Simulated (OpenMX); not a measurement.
The system is NbTe.

```
Nb Te
1.0
     3.42570    0.00000    0.00000
     0.00000    3.42570    0.00000
     0.00000    0.00000    3.42570
Nb Te
1 1
Direct
  0.50000 0.50000 0.50000
  0.00000 0.00000 0.00000
```

The cell was built by a generator and needn't be a form met in nature.

Base run:

- Program: OpenMX 3.8.5
- Functional: LDA
- Potentials or basis: OpenMX 2013 LDA set, Nb7.0-s3p2d2, Te7.0-s3p2d2f1, grid cutoff 500 Ry
- k mesh: 7 × 7 × 7
- Occupations: fermi-dirac, width 0.05 eV
- Spin: no spin polarisation

Its results: pressure -4.4 GPa.

Q: The run is repeated on the same cell with these changes: functional from LDA to PBE; potentials or basis from OpenMX 2013 LDA set, Nb7.0-s3p2d2, Te7.0-s3p2d2f1, grid cutoff 500 Ry to OpenMX 2013 PBE set, Nb7.0-s3p2d2, Te7.0-s3p2d2f1, grid cutoff 500 Ry. What comes out?

A: Pressure 3.2 GPa.

Caveats: the basis of atomic orbitals isn't converged, which shifts pressures, moduli and gaps.
